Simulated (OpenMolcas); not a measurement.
# Re⁴⁺ among point charges: CASSCF and CASPT2 levels and susceptibility

How does a field of 4 point charges split the states of Re⁴⁺, and what χT follows?

Method: state-averaged CASSCF and CASPT2, spin-orbit coupling by RASSI with atomic mean-field integrals. Code: OpenMolcas 26.06.

## 1. What is computed

* Species: Re⁴⁺ (rhenium, Z = 75, 71 electrons)
* Basis: ANO-RCC-VDZP [7s6p4d2f1g], 68 functions
* Scalar Hamiltonian: DKH2, point nucleus
* Inactive shells: 1s 2s 2p 3s 3p 3d 4s 4p 4d 4f 5s 5p
* Active space: 3 electrons in 5 orbitals (5d)
* Some configurations of this space: 5d³
* Orbitals: optimised for each spin and parity, averaged over all roots

Outer shells as boxes (Hund's rule):

5d3
```
5d [↑ ][↑ ][↑ ][  ][  ]
```

The ion sits among 4 point charges of -2 e arranged as a tetrahedron (Td), 2.43 Å from the ion.

The work runs as a chain of OpenMolcas steps in one folder; each step below is one input file. Labels, J, g values, rates, χT and fits are worked out afterwards by a script from the matrices that RASSI stores.

## 2. Basis and integrals

File a.inp:

```
&GATEWAY
Coord
1

Re 0.0 0.0 0.0
Basis=ANO-RCC-VDZP
Group=NoSym
NoMove
AngMom=0.0 0.0 0.0
AMFI
XField
4 Angstrom 0
1.402961 1.402961 1.402961 -2.000000
1.402961 -1.402961 -1.402961 -2.000000
-1.402961 1.402961 -1.402961 -2.000000
-1.402961 -1.402961 1.402961 -2.000000
&SEWARD
```

Command:

```sh
OMP_NUM_THREADS=1 MOLCAS_MEM=1689 MOLCAS_PROJECT=a pymolcas a.inp > a.log
```

## 3. Reference wave functions, quartets, 10 roots

File a.inp:

```
&RASSCF
FileOrb=start.orb
Symmetry=1
Spin=4
nActEl=3 0 0
Inactive=34
Ras2=5
CIRoot=10 10 1
SDav=10
CIMx=300
Iter=120 100
PrWF=0.3
OrbListing=Nothing
MaxOrb=0
>>> COPY $Project.JobIph JOB001
```

start.orb holds the contracted functions of the basis, ordered by shell, or the orbitals of the step before.

## 4. CASSCF: doublets, 40 roots

File a.inp:

```
&RASSCF
FileOrb=start.orb
Symmetry=1
Spin=2
nActEl=3 0 0
Inactive=34
Ras2=5
CIRoot=40 40 1
SDav=40
CIMx=300
Iter=120 100
PrWF=0.3
OrbListing=Nothing
MaxOrb=0
>>> COPY $Project.JobIph JOB002
```

## 5. RASSI: spin-orbit coupling between the states

File a.inp:

```
&RASSI
NrOfJobIphs=2 10 40
1 2 3 4 5 6 7 8 9 10
1 2 3 4 5 6 7 8 9 10 11 12 13 14 15 16 17 18 19 20 21 22 23 24 25 26 27
28 29 30 31 32 33 34 35 36 37 38 39 40
IphNames
JOB001
JOB002
EJob
SpinOrbit
DIPRint=1.0
SOCoupling=1000.0
Subsets=2
Property=9
'ANGMOM' 1 'ANGMOM' 2 'ANGMOM' 3 'MLTPL  1' 1 'MLTPL  1' 2 'MLTPL  1' 3
'AMFI' 1 'AMFI' 2 'AMFI' 3
SOProperty=3
'ANGMOM' 1 'ANGMOM' 2 'ANGMOM' 3
```

## 6. CASPT2: IPEA 0.25, imaginary shift 0.1 (closed shells correlated: 4f 5s 5p)

File a.inp:

```
>>> COPY JOB001 $Project.JobIph
&CASPT2
Multistate=10 1 2 3 4 5 6 7 8 9 10
NoMult
Frozen=23
IPEA=0.25
Imaginary=0.1
MaxIter=60
WThr=0.0 0.3 0.05
PrWF=0.5
NoMix
>>> COPY JOB002 $Project.JobIph
&CASPT2
Multistate=40 1 2 3 4 5 6 7 8 9 10 11 12 13 14 15 16 17 18 19 20 21 22
23 24 25 26 27 28 29 30 31 32 33 34 35 36 37 38 39 40
NoMult
Frozen=23
IPEA=0.25
Imaginary=0.1
MaxIter=60
WThr=0.0 0.3 0.05
PrWF=0.5
NoMix
```

(Steps that only read results are left out.)

Q: Predict the outcome of this session. Wanted: spin-free ground state; first state of the same spin within the active space; lowest level; next level.

**Answer**, as computed:

| quantity | value |
| --- | --- |
| method | SS-CASPT2, IPEA 0.25, imaginary shift 0.1 (closed shells correlated: 4f 5s 5p) |
| spin-free ground state | 4T1, 3-fold in its orbital part |
| first state of the same spin within the active space | 4T2 at 1800 cm⁻¹ |
| lowest level | 4-fold Γ8 |
| next level | 5039.4 cm⁻¹ |
| χT at 300 K | 0.12 cm³ K/mol |
| effective moment at 300 K | 0.99 μB |

Cost by method:

| method | time of its own steps | time with the reference |
| --- | --- | --- |
| A. CASSCF | 10 s | 10 s |
| B. SS-CASPT2, IPEA 0.25, imaginary shift 0.1, +4f 5s 5p | 15 s | 26 s |

Times are of one thread on a shared host.

In words: The spin-free ground state (4T1) comes to 100 % from free-ion F terms and keeps the highest spin of the shell. χT at 300 K is 0.12, against 1.88 cm³ K/mol for the spin alone, so spin-orbit coupling lowers it. A ligand-field fit to the states below 45000 cm-1 gives 10Dq = -2068 cm-1, B = 719 cm-1 and C = 3132 cm-1 (C/B = 4.36), with a deviation of 390 cm-1. CASPT2 does not keep the components of a term degenerate, and the means are used. The field of point charges can differ much from that of real complexes. Point charges carry no covalency, so the field is a model and not that of real ligands.
